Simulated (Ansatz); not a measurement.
**SiH₄F radical (built from SMILES F[SiH3].[H]): search for a transition state**

Aim: find the saddle point of a halogen abstraction that is to form F1–H3 and break F1–Si2, prove it by its vibrations, and relax downhill on both sides to see what it joins.

Program: Ansatz 0.2.0, Gaussian basis. Level of theory: PBE0-D4, def2-SVP first, then def2-TZVP. These are calculated values, not measurements.

150 further runs of the same task are left out: 150 set aside as unsound or not needed.

### Step 1. The starting structure

The guess: 6 atoms, charge 0, spin multiplicity 2.

Atoms are counted from 1 here; the program's logs count them from 0.

Bond lengths: F1–H3 1.140 Å, Si2–H4 1.449 Å, Si2–H5 1.449 Å, Si2–H6 1.449 Å. Angles: H4–Si2–H5 119.9°, H4–Si2–H6 119.8°, H5–Si2–H6 119.8°.

Geometry (Å):

```
F    -0.8400   -0.1515   -0.6918
Si    0.6726    0.1255    0.5473
H    -1.7222   -0.3268   -1.3929
H     0.3699    1.5418    0.5128
H     1.5348   -0.4529   -0.4631
H    -0.0151   -0.7362    1.4877
```

Distances that are to change: F1–H3 1.14 Å, F1–Si2 1.97 Å.

### Step 2. Constrained relaxation of the guess

hold/in.yaml reads:

```yaml
crystal:
  periodic: [false, false, false]
  atoms:
    - {symbol: F, position_ang: [-0.840000, -0.151500, -0.691800]}
    - {symbol: Si, position_ang: [0.672600, 0.125500, 0.547300]}
    - {symbol: H, position_ang: [-1.722200, -0.326800, -1.392900]}
    - {symbol: H, position_ang: [0.369900, 1.541800, 0.512800]}
    - {symbol: H, position_ang: [1.534800, -0.452900, -0.463100]}
    - {symbol: H, position_ang: [-0.015100, -0.736200, 1.487700]}
basis:
  gaussian: {orbitals: def2-SVP}
magnetization: {spin_polarized: true, initial_magnetization: 1}
hamiltonian: {xc: pbe0, dispersion: d4}
relax: {f_tol: 0.08, max_steps: 120, escape_saddle: false, constraints: [{distance: [0, 2]}, {distance: [0, 1]}]}
```

On the command line:

```console
> ansatz run in.yaml --threads 2 --pin off --events-out ev --progress --plain --max-ram 4352MiB
```

The program printed (excerpt; [...] marks lines left out):

```text
Functional definition: PBE0
  name "PBE0"
  cite "Adamo & Barone, J. Chem. Phys. 110, 6158 (1999) doi:10.1063/1.478522"
  cite "Perdew, Burke & Ernzerhof, Phys. Rev. Lett. 77, 3865 (1996) doi:10.1103/PhysRevLett.77.3865"
  parent pbe
[...]
534 factors; integrals over basis functions are off by at most 3.2e-4 eV
[...]
mean field -10645.48640822 eV, -391.2144097322 hartree, gradient 7.5e-5 eV, S^2 0.758582; 0 other end points of the search recorded, 0 dependent functions left out
[...]
reference -10645.48643235 eV, -391.2144106189 hartree; 14, 13 occupied and 38, 39 virtual orbitals, 534 factors
relax step   1: F+E_penalty+E_count = -10645.53462547 eV  Δ(F+E_penalty+E_count) = +0.000e0 eV  max|allowed force component| = 6.887e-1 eV/Å  Δτ_max = 0.0000 Å  (25 SCF iters, accepted)
[...]
relax step   5: F+E_penalty+E_count = -10645.81757394 eV  Δ(F+E_penalty+E_count) = -4.951e-2 eV  max|allowed force component| = 1.364e-1 eV/Å  Δτ_max = 0.0656 Å  (28 SCF iters, accepted)
[...]
relax step   6: F+E_penalty+E_count = -10645.81930378 eV  Δ(F+E_penalty+E_count) = -1.730e-3 eV  max|allowed force component| = 4.711e-3 eV/Å  Δτ_max = 0.0102 Å  (24 SCF iters, accepted)
  distance F 0 - H 2 held at 1.140416 Å   reaction = +4.4644e-1 eV/Å
  distance F 0 - Si 1 held at 1.974856 Å   reaction = -1.7451e-2 eV/Å
534 factors; integrals over basis functions are off by at most 4.3e-4 eV
[...]
mean field -10645.77161006 eV, -391.2248907067 hartree, gradient 2.1e-5 eV, S^2 0.757892; 1 other end points of the search recorded, 0 dependent functions left out
[...]
reference -10645.77163603 eV, -391.2248916608 hartree; 14, 13 occupied and 38, 39 virtual orbitals, 534 factors
Total energy: -10645.81932974 eV, -391.2266443725 hartree
Atom 0 at    -1.033363    -0.188393    -0.847969 Å, force    -0.360528    -0.072301    -0.285610 eV/Å
Atom 1 at     0.481286     0.092345     0.387782 Å, force     0.011924     0.001956     0.010128 eV/Å
Atom 2 at    -1.915706    -0.364224    -1.548757 Å, force     0.344325     0.068980     0.272885 eV/Å
Atom 3 at     0.569982     1.550628     0.672271 Å, force     0.001122     0.004711     0.000660 eV/Å
Atom 4 at     1.711369    -0.406116    -0.285809 Å, force     0.004351    -0.000768    -0.002193 eV/Å
Atom 5 at     0.186432    -0.684341     1.622481 Å, force    -0.001194    -0.002578     0.004130 eV/Å
Dipole moment:    -0.020937    -0.005262    -0.014926 e Å
```

Run time: 11 s. Hardware: 2 threads of Intel Xeon Platinum 8259CL at 2.50GHz, shared host.

Along the way:

```csv
step,energy from step 1 (eV),largest force component (eV/Å)
1,0.0000,0.6887
2,-0.0765,0.1680
3,-0.1493,1.1303
4,-0.2334,0.2727
5,-0.2829,0.1364
6,-0.2847,0.0047
```

Close pairs (by a distance rule), those that changed most:

```csv
bond,before (Å),after (Å),change (Å)
Si2–H4,1.449,1.488,+0.040
Si2–H5,1.449,1.488,+0.040
Si2–H6,1.449,1.488,+0.039
F1–H3,1.140,1.140,-0.000
```

### Step 3. A starting Hessian

hessian/in.yaml reads:

```yaml
crystal:
  periodic: [false, false, false]
  atoms:
    - {symbol: F, position_ang: [-1.033363, -0.188393, -0.847969]}
    - {symbol: Si, position_ang: [0.481286, 0.092345, 0.387782]}
    - {symbol: H, position_ang: [-1.915706, -0.364224, -1.548757]}
    - {symbol: H, position_ang: [0.569982, 1.550628, 0.672271]}
    - {symbol: H, position_ang: [1.711369, -0.406116, -0.285809]}
    - {symbol: H, position_ang: [0.186432, -0.684341, 1.622481]}
basis:
  gaussian: {orbitals: def2-SVP}
magnetization: {spin_polarized: true, initial_magnetization: 1}
hamiltonian: {xc: pbe0, dispersion: d4}
phonons: {}
scf: {lower_state_search: off}
```

On the command line:

```console
> ansatz run in.yaml --threads 2 --pin off --events-out ev --progress --plain --max-ram 4352MiB
```

The program printed (excerpt; [...] marks lines left out):

```text
[... 5 set-up lines as earlier in the session ...]
[...]
537 factors; integrals over basis functions are off by at most 1.9e-4 eV
[...]
mean field -10645.77160971 eV, -391.2248906935 hartree, gradient 2.3e-6 eV, S^2 0.757892; 0 other end points of the search recorded, 0 dependent functions left out
[...]
reference -10645.77163567 eV, -391.2248916476 hartree; 14, 13 occupied and 38, 39 virtual orbitals, 537 factors
[... from here to the last solve, the lines of the solves are left out (35 solves) ...]
537 factors; integrals over basis functions are off by at most 1.9e-4 eV
mean field -10645.77156531 eV, -391.2248890620 hartree, gradient 2.6e-6 eV, S^2 0.757892; 0 other end points of the search recorded, 0 dependent functions left out
[...]
WARN: phonons: modes at or below zero, which the zero-point energy, F, S and C_V leave out: 1, the lowest at -1420.81 cm⁻¹. A minimum has none, and a first-order saddle one
Total energy: -10645.81932938 eV, -391.2266443594 hartree
Atom 0 at    -1.033363    -0.188393    -0.847969 Å, force    -0.360513    -0.072299    -0.285599 eV/Å
Atom 1 at     0.481286     0.092345     0.387782 Å, force     0.011913     0.001962     0.010119 eV/Å
Atom 2 at    -1.915706    -0.364224    -1.548757 Å, force     0.344322     0.068980     0.272883 eV/Å
Atom 3 at     0.569982     1.550628     0.672271 Å, force     0.001121     0.004705     0.000660 eV/Å
Atom 4 at     1.711369    -0.406116    -0.285809 Å, force     0.004353    -0.000769    -0.002195 eV/Å
Atom 5 at     0.186432    -0.684341     1.622481 Å, force    -0.001195    -0.002578     0.004132 eV/Å
Dipole moment:    -0.020934    -0.005262    -0.014924 e Å
Vibrations: -1420.81 222.59 229.25 464.55 464.94 726.97 802.71 929.92 930.50 2232.36 2271.28 2272.11 cm⁻¹, zero-point energy 0.715834 eV
Checks for a lower state left out: stability, starts, cluster_reference, orbital_swaps, neighbouring_geometries, increment
```

Run time: 35 s. Hardware: 2 threads of Intel Xeon Platinum 8259CL at 2.50GHz, shared host.

The structure is not stationary yet, so these wavenumbers are no spectrum; the search needs only the force constants.

### Step 4. Saddle search in the small basis

The search itself is an outer loop (partitioned rational-function steps, Bofill update of the Hessian). Each step is one single-point run with forces. It stops when the largest force is under 0.03 eV/Å and the followed curvature is negative. The first step's input:

presaddle/in.yaml reads:

```yaml
crystal:
  periodic: [false, false, false]
  atoms:
    - {symbol: F, position_ang: [-1.033363, -0.188393, -0.847969]}
    - {symbol: Si, position_ang: [0.481286, 0.092345, 0.387782]}
    - {symbol: H, position_ang: [-1.915706, -0.364224, -1.548757]}
    - {symbol: H, position_ang: [0.569982, 1.550628, 0.672271]}
    - {symbol: H, position_ang: [1.711369, -0.406116, -0.285809]}
    - {symbol: H, position_ang: [0.186432, -0.684341, 1.622481]}
basis:
  gaussian: {orbitals: def2-SVP}
magnetization: {spin_polarized: true, initial_magnetization: 1}
hamiltonian: {xc: pbe0, dispersion: d4}
output: {forces: true}
scf: {lower_state_search: light}
```

On the command line:

```console
> ansatz run in.yaml --threads 2 --pin off --events-out ev --progress --plain --max-ram 4352MiB
```

Step by step:

```csv
step,energy (eV),largest force (eV/Å),followed curvature (eV/Å²)
1,-10645.81933,0.3606,-46.98
2,-10645.81904,0.0043,-46.99
```

The 2 steps took 3.5 s in all (2 threads of Intel Xeon Platinum 8259CL at 2.50GHz, shared host).

### Step 5. Saddle search in triple zeta

The search itself is an outer loop (partitioned rational-function steps, Bofill update of the Hessian). Each step is one single-point run with forces. It stops when the largest force is under 0.008 eV/Å and the followed curvature is negative. The first step's input:

saddle/in.yaml reads:

```yaml
crystal:
  periodic: [false, false, false]
  atoms:
    - {symbol: F, position_ang: [-1.016949, -0.185511, -0.834304]}
    - {symbol: Si, position_ang: [0.473925, 0.090551, 0.382456]}
    - {symbol: H, position_ang: [-1.898414, -0.360287, -1.535829]}
    - {symbol: H, position_ang: [0.560602, 1.549101, 0.664530]}
    - {symbol: H, position_ang: [1.702345, -0.407827, -0.293534]}
    - {symbol: H, position_ang: [0.178491, -0.686126, 1.616680]}
basis:
  gaussian: {orbitals: def2-TZVP}
magnetization: {spin_polarized: true, initial_magnetization: 1}
hamiltonian: {xc: pbe0, dispersion: d4}
output: {forces: true}
scf: {lower_state_search: light}
```

On the command line:

```console
> ansatz run in.yaml --threads 2 --pin off --events-out ev --progress --plain --max-ram 4352MiB
```

Step by step:

```csv
step,energy (eV),largest force (eV/Å),followed curvature (eV/Å²)
1,-10652.19025,0.1480,-46.99
2,-10652.19588,0.0191,-47.02
3,-10652.19588,0.0029,-45.89
```

The 3 steps took 6.2 s in all (2 threads of Intel Xeon Platinum 8259CL at 2.50GHz, shared host).

The point found:

```xyz
6
charge 0, multiplicity 2
F    -1.0063   -0.1847   -0.8238
Si    0.4781    0.0903    0.3875
H    -1.8703   -0.3526   -1.5169
H     0.5448    1.5437    0.6514
H     1.6854   -0.4098   -0.3046
H     0.1683   -0.6871    1.6064
```

Followed mode, largest move set to 1: F1 (-0.77, -0.14, -0.62); H3 (0.37, 0.06, 0.31); Si2 (0.29, 0.06, 0.23); H4 (0.04, 0.04, 0.04).

### Step 6. Checking the order of the point

vib/in.yaml reads:

```yaml
crystal:
  periodic: [false, false, false]
  atoms:
    - {symbol: F, position_ang: [-1.006312, -0.184666, -0.823846]}
    - {symbol: Si, position_ang: [0.478147, 0.090308, 0.387490]}
    - {symbol: H, position_ang: [-1.870335, -0.352565, -1.516855]}
    - {symbol: H, position_ang: [0.544837, 1.543731, 0.651372]}
    - {symbol: H, position_ang: [1.685351, -0.409831, -0.304598]}
    - {symbol: H, position_ang: [0.168312, -0.687077, 1.606437]}
basis:
  gaussian: {orbitals: def2-TZVP}
magnetization: {spin_polarized: true, initial_magnetization: 1}
hamiltonian: {xc: pbe0, dispersion: d4}
phonons: {temperatures: {t_min: 298.15, t_max: 900, t_step: 200}}
```

On the command line:

```console
> ansatz run in.yaml --threads 2 --pin off --events-out ev --progress --plain --max-ram 4352MiB
```

The program printed (excerpt; [...] marks lines left out):

```text
[... 5 set-up lines as earlier in the session ...]
[...]
600 factors; their error is unknown
[...]
mean field -10652.14816499 eV, -391.4592247779 hartree, gradient 5.2e-5 eV, S^2 0.756761; 0 other end points of the search recorded, 0 dependent functions left out
[...]
reference -10652.14819607 eV, -391.4592259202 hartree; 14, 13 occupied and 78, 79 virtual orbitals, 600 factors
[... from here to the last solve, the lines of the solves are left out (35 solves) ...]
600 factors; their error is unknown
mean field -10652.14812884 eV, -391.4592234495 hartree, gradient 1.7e-6 eV, S^2 0.756760; 0 other end points of the search recorded, 0 dependent functions left out
[...]
reference -10652.14815992 eV, -391.4592245919 hartree; 14, 13 occupied and 78, 79 virtual orbitals, 600 factors
WARN: phonons: modes at or below zero, which the zero-point energy, F, S and C_V leave out: 1, the lowest at -1241.38 cm⁻¹. A minimum has none, and a first-order saddle one
Total energy: -10652.19587610 eV, -391.4609781291 hartree
Atom 0 at    -1.006312    -0.184666    -0.823846 Å, force     0.002519    -0.000092     0.002929 eV/Å
Atom 1 at     0.478147     0.090308     0.387490 Å, force    -0.000062     0.000367    -0.000616 eV/Å
Atom 2 at    -1.870335    -0.352565    -1.516855 Å, force    -0.001684     0.000066    -0.001965 eV/Å
Atom 3 at     0.544837     1.543731     0.651372 Å, force    -0.000295    -0.000087    -0.000206 eV/Å
Atom 4 at     1.685351    -0.409831    -0.304598 Å, force    -0.000250    -0.000085    -0.000214 eV/Å
Atom 5 at     0.168312    -0.687077     1.606437 Å, force    -0.000228    -0.000169     0.000072 eV/Å
Dipole moment:     0.057623     0.010023     0.048020 e Å
Vibrations: -1241.38 106.55 108.27 404.17 406.25 707.79 872.87 939.68 939.88 2239.54 2278.59 2279.00 cm⁻¹, zero-point energy 0.699432 eV
```

It took 52 s on 2 threads of Intel Xeon Platinum 8259CL at 2.50GHz, shared host.

Wavenumbers and character of the modes:

```csv
mode,wavenumber (cm⁻¹),character
1,1241i,changes F1–H3
2,107,"not assigned (largely outside the bonds, angles and torsions drawn)"
3,108,"not assigned (largely outside the bonds, angles and torsions drawn)"
4,404,"not assigned (largely outside the bonds, angles and torsions drawn)"
5,406,"not assigned (largely outside the bonds, angles and torsions drawn)"
6,708,"not assigned (largely outside the bonds, angles and torsions drawn)"
7,873,F–H stretch
8,940,bend
9,940,bend
10,2240,Si–H stretch
11,2279,Si–H stretch
12,2279,Si–H stretch
```

Vibrational sums (real modes only):

```csv
T (K),entropy (J/mol/K),heat capacity (J/mol/K)
298,38.5,37.9
498,61.9,53.2
698,81.5,63.1
898,98.3,70.2
```

### Step 7. Relaxing after a step of 0.30 Å one way along the mode

downa/in.yaml reads:

```yaml
crystal:
  periodic: [false, false, false]
  atoms:
    - {symbol: F, position_ang: [-1.236644, -0.227754, -1.011171]}
    - {symbol: Si, position_ang: [0.565027, 0.108183, 0.455623]}
    - {symbol: H, position_ang: [-1.759316, -0.333907, -1.423248]}
    - {symbol: H, position_ang: [0.556596, 1.556430, 0.662354]}
    - {symbol: H, position_ang: [1.704408, -0.411430, -0.301285]}
    - {symbol: H, position_ang: [0.169929, -0.691622, 1.617726]}
basis:
  gaussian: {orbitals: def2-TZVP}
magnetization: {spin_polarized: true, initial_magnetization: 1}
hamiltonian: {xc: pbe0, dispersion: d4}
relax: {f_tol: 0.005, max_steps: 200}
```

On the command line:

```console
> ansatz run in.yaml --threads 2 --pin off --events-out ev --progress --plain --max-ram 4352MiB
```

The program printed (excerpt; [...] marks lines left out):

```text
[... 5 set-up lines as earlier in the session ...]
[...]
600 factors; their error is unknown
[...]
mean field -10649.00198190 eV, -391.3436046821 hartree, gradient 2.9e-5 eV, S^2 0.754950; 0 other end points of the search recorded, 0 dependent functions left out
[...]
reference -10649.00201250 eV, -391.3436058064 hartree; 14, 13 occupied and 78, 79 virtual orbitals, 600 factors
relax step   1: F+E_penalty+E_count = -10649.05227238 eV  Δ(F+E_penalty+E_count) = +0.000e0 eV  max|allowed force component| = 3.129e1 eV/Å  Δτ_max = 0.0000 Å  (26 SCF iters, accepted)
[...]
600 factors; their error is unknown
mean field -10653.37991420 eV, -391.5044907265 hartree, gradient 2.2e-5 eV, S^2 0.752901; 1 other end points of the search recorded, 0 dependent functions left out
[...]
reference -10653.37994292 eV, -391.5044917819 hartree; 14, 13 occupied and 78, 79 virtual orbitals, 600 factors
Total energy: -10653.42435587 eV, -391.5061239277 hartree
Atom 0 at    -1.987594    -0.425974    -1.727924 Å, force     0.002314     0.000623     0.002034 eV/Å
Atom 1 at     0.591878     0.126654     0.514529 Å, force    -0.001231     0.001560    -0.001057 eV/Å
Atom 2 at    -1.293760    -0.276693    -1.124628 Å, force    -0.002176    -0.000728    -0.001935 eV/Å
Atom 3 at     0.735918     1.598987     0.617212 Å, force     0.000601    -0.004024     0.000586 eV/Å
Atom 4 at     1.788346    -0.526076    -0.069561 Å, force    -0.001123     0.001304     0.001744 eV/Å
Atom 5 at     0.165212    -0.496997     1.790371 Å, force     0.001616     0.001265    -0.001372 eV/Å
Dipole moment:     0.435405     0.093431     0.378549 e Å
```

Wall time 2 min (2 threads of Intel Xeon Platinum 8259CL at 2.50GHz, shared host).

Along the way: (not every step is listed)

```csv
step,energy from step 1 (eV),largest force component (eV/Å)
1,0.0000,31.2910
2,-3.6694,1.5395
3,-3.9537,1.1309
4,-4.1250,0.2531
5,-4.2124,0.1564
6,-4.2310,0.9138
7,-4.2558,0.0920
8,-4.2579,0.0755
9,-4.2592,0.0123
13,-4.2628,0.1108
17,-4.2672,0.1389
21,-4.2733,0.0130
25,-4.2776,0.0171
29,-4.2893,0.0937
33,-4.2947,0.0243
37,-4.3064,0.0492
41,-4.3161,0.8073
45,-4.3442,0.2911
49,-4.3690,0.0228
53,-4.3714,0.0039
54,-4.3715,0.1356
55,-4.3717,0.0586
56,-4.3720,0.0018
57,-4.3720,0.0184
58,-4.3720,0.0154
59,-4.3721,0.0040
```

Close pairs (by a distance rule), those that changed most:

```csv
bond,before (Å),after (Å),change (Å)
F1–H3,0.674,0.931,+0.257
Si2–H4,1.463,1.483,+0.020
Si2–H5,1.463,1.483,+0.020
Si2–H6,1.465,1.483,+0.018
```

### Step 8. Relaxing after a step of 0.30 Å the other way along the mode

downb/in.yaml reads:

```yaml
crystal:
  periodic: [false, false, false]
  atoms:
    - {symbol: F, position_ang: [-0.775980, -0.141577, -0.636521]}
    - {symbol: Si, position_ang: [0.391267, 0.072433, 0.319356]}
    - {symbol: H, position_ang: [-1.981355, -0.371223, -1.610463]}
    - {symbol: H, position_ang: [0.533078, 1.531033, 0.640391]}
    - {symbol: H, position_ang: [1.666294, -0.408233, -0.307911]}
    - {symbol: H, position_ang: [0.166696, -0.682533, 1.595148]}
basis:
  gaussian: {orbitals: def2-TZVP}
magnetization: {spin_polarized: true, initial_magnetization: 1}
hamiltonian: {xc: pbe0, dispersion: d4}
relax: {f_tol: 0.005, max_steps: 200}
```

On the command line:

```console
> ansatz run in.yaml --threads 2 --pin off --events-out ev --progress --plain --max-ram 4352MiB
```

The program printed (excerpt; [...] marks lines left out):

```text
[... 5 set-up lines as earlier in the session ...]
[...]
600 factors; their error is unknown
[...]
mean field -10653.04989896 eV, -391.4923628903 hartree, gradient 3.4e-5 eV, S^2 0.750708; 0 other end points of the search recorded, 0 dependent functions left out
[...]
reference -10653.04992789 eV, -391.4923639534 hartree; 14, 13 occupied and 78, 79 virtual orbitals, 600 factors
relax step   1: F+E_penalty+E_count = -10653.10216612 eV  Δ(F+E_penalty+E_count) = +0.000e0 eV  max|allowed force component| = 3.288e0 eV/Å  Δτ_max = 0.0000 Å  (25 SCF iters, accepted)
[...]
600 factors; their error is unknown
[...]
mean field -10653.78542936 eV, -391.5193931338 hartree, gradient 3.5e-5 eV, S^2 0.750001; 1 other end points of the search recorded, 0 dependent functions left out
[...]
reference -10653.78546361 eV, -391.5193943926 hartree; 14, 13 occupied and 78, 79 virtual orbitals, 600 factors
Total energy: -10653.82876649 eV, -391.5209857440 hartree
Atom 0 at    -0.587104    -0.116741    -0.466399 Å, force     0.000448     0.000366    -0.000099 eV/Å
Atom 1 at     0.644986     0.119357     0.526525 Å, force     0.002277    -0.000494     0.003367 eV/Å
Atom 2 at    -3.069952    -0.566841    -2.508302 Å, force    -0.000069    -0.000000    -0.000080 eV/Å
Atom 3 at     0.743843     1.570321     0.810347 Å, force    -0.000640     0.000313    -0.001591 eV/Å
Atom 4 at     1.877785    -0.367311    -0.136031 Å, force    -0.000641     0.000496    -0.001595 eV/Å
Atom 5 at     0.390441    -0.638885     1.773859 Å, force    -0.001374    -0.000682    -0.000003 eV/Å
Dipole moment:     0.204794     0.039314     0.164923 e Å
```

Run time: 32 s. Hardware: 2 threads of Intel Xeon Platinum 8259CL at 2.50GHz, shared host.

Along the way:

```csv
step,energy from step 1 (eV),largest force component (eV/Å)
1,0.0000,3.2882
2,-0.4050,1.5886
3,-0.5940,0.3394
4,-0.6685,0.2169
5,-0.7043,0.1691
6,-0.7189,0.1842
7,-0.7249,0.0166
8,-0.7257,0.0340
9,-0.7264,0.0139
10,-0.7265,0.0024
11,-0.7266,0.0065
12,-0.7266,0.0064
13,-0.7266,0.0037
14,-0.7266,0.0034
```

Distances of close pairs at the start and the end, largest changes first:

```csv
bond,before (Å),after (Å),change (Å)
F1–Si2,1.524,1.600,+0.076
Si2–H4,1.500,1.482,-0.018
Si2–H5,1.500,1.482,-0.018
Si2–H6,1.499,1.482,-0.018
```

### Step 9. The three structures

```csv
pair,start side (Å),saddle (Å),end side (Å)
F1–H3,3.246,1.120,0.931
F1–Si2,1.600,1.936,3.462
```

### Step 10. Summary of results

| quantity | value |
| --- | --- |
| imaginary mode | 1241i cm⁻¹ |
| barrier from the start side | 157.5 kJ/mol |
| barrier from the end side | 118.5 kJ/mol |
| energy of the step | +39.0 kJ/mol |
| pairs that change | F1–H3 formed, F1–Si2 broken |
| zero-point energy at the saddle | 0.699 eV |

One imaginary mode, 1241i cm⁻¹, makes this a first-order saddle. It joins the planned start and end. At PBE0-D4/def2-TZVP the electronic barrier is 157.5 kJ/mol, about 64 kT at 298 K, and the step runs 39.0 kJ/mol uphill. With so stiff a mode tunnelling counts: Wigner's rough correction is a factor of 2.5 at 298 K. A step off the saddle overshot and began above it in energy, so the link to its end is likely but not proven. Lower complexes than these ends may exist.
